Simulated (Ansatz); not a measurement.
**CH₇ClGeSi: basis-set convergence**

An exercise on one series of results from a longer session: the logs are not shown, and one member is left open.

Computed with Ansatz 0.2.0, Gaussian basis. Level: one geometry, several basis sets.

The runs, in order: PBE0-D4/def2-SVP; ωB97M-V/def2-SVP; PBE0-D4/def2-QZVPP; ωB97M-V/def2-QZVPP; the functionals' def2-TZVPP values are taken from earlier runs.

## Structure used throughout

All runs share one geometry, relaxed beforehand with PBE0-D4 in a triple-zeta def2 set.

SMILES `C[SiH](Cl)[GeH3]`, 11 atoms, charge 0, spin multiplicity 1.

Atoms are counted from 1 here; the program's logs count them from 0.

Bond lengths: C1–Si2 1.862 Å, C1–H5 1.092 Å, C1–H6 1.092 Å, C1–H7 1.094 Å, Si2–Cl3 2.070 Å, Si2–Ge4 2.379 Å, Si2–H8 1.487 Å, Ge4–H9 1.540 Å, Ge4–H10 1.538 Å, Ge4–H11 1.536 Å. Angles: Si2–C1–H5 110.9°, Si2–C1–H6 110.5°, Si2–C1–H7 110.0°, H5–C1–H6 108.5°, H5–C1–H7 108.4°, H6–C1–H7 108.5°, C1–Si2–Cl3 108.9°, C1–Si2–Ge4 112.6°, C1–Si2–H8 110.5°, Cl3–Si2–Ge4 107.8°, Cl3–Si2–H8 106.5°, Ge4–Si2–H8 110.3°, Si2–Ge4–H9 110.3°, Si2–Ge4–H10 110.1°, Si2–Ge4–H11 110.8°, H9–Ge4–H10 108.3°, H9–Ge4–H11 108.5°, H10–Ge4–H11 108.8°.

The first run:

The input, in.yaml:

```yaml
crystal:
  periodic: [false, false, false]
  atoms:
    - {symbol: C, position_ang: [0.091737, 1.581460, 0.754239]}
    - {symbol: Si, position_ang: [0.416570, -0.250783, 0.678232]}
    - {symbol: Cl, position_ang: [2.460659, -0.566274, 0.589624]}
    - {symbol: Ge, position_ang: [-0.559402, -1.275051, -1.234340]}
    - {symbol: H, position_ang: [0.464091, 2.080306, -0.142682]}
    - {symbol: H, position_ang: [0.583576, 2.021035, 1.624768]}
    - {symbol: H, position_ang: [-0.982959, 1.767694, 0.832659]}
    - {symbol: H, position_ang: [-0.060673, -0.915295, 1.919351]}
    - {symbol: H, position_ang: [-2.089170, -1.097686, -1.214276]}
    - {symbol: H, position_ang: [-0.015867, -0.624534, -2.517422]}
    - {symbol: H, position_ang: [-0.243163, -2.777872, -1.269555]}
basis:
  gaussian: {orbitals: def2-SVP}
hamiltonian: {xc: pbe0, dispersion: d4}
output: {orbitals: {seedname: orbitals}}
```

Run with:

```sh
$ ansatz run in.yaml --threads 4 --pin off --events-out ev --progress --plain --max-ram 10444MiB
```

Among the steps run: PBE0-D4 in def2-SVP; ωB97M-V in def2-SVP; PBE0-D4 in def2-QZVPP; ωB97M-V in def2-QZVPP.

One of the session's tables, all rows but one given; the rest of the session is left out.

It belongs to the step «Density functionals: the series». 

```
functional       basis  HOMO (eV)  LUMO (eV)
   PBE0-D4    def2-SVP      -7.84       0.18
   PBE0-D4  def2-TZVPP      -7.90      -0.04
   PBE0-D4  def2-QZVPP      -7.91      -0.15
   ωB97M-V    def2-SVP          ?          ?
   ωB97M-V  def2-TZVPP      -9.94       1.79
   ωB97M-V  def2-QZVPP      -9.95       1.44
```

**Question.** Estimate the row for ωB97M-V, def2-SVP.

As computed: HOMO (eV): -9.85; LUMO (eV): 2.11. In the column «HOMO (eV)» it lies between ωB97M-V, def2-TZVPP (-9.94) and PBE0-D4, def2-QZVPP (-7.91).
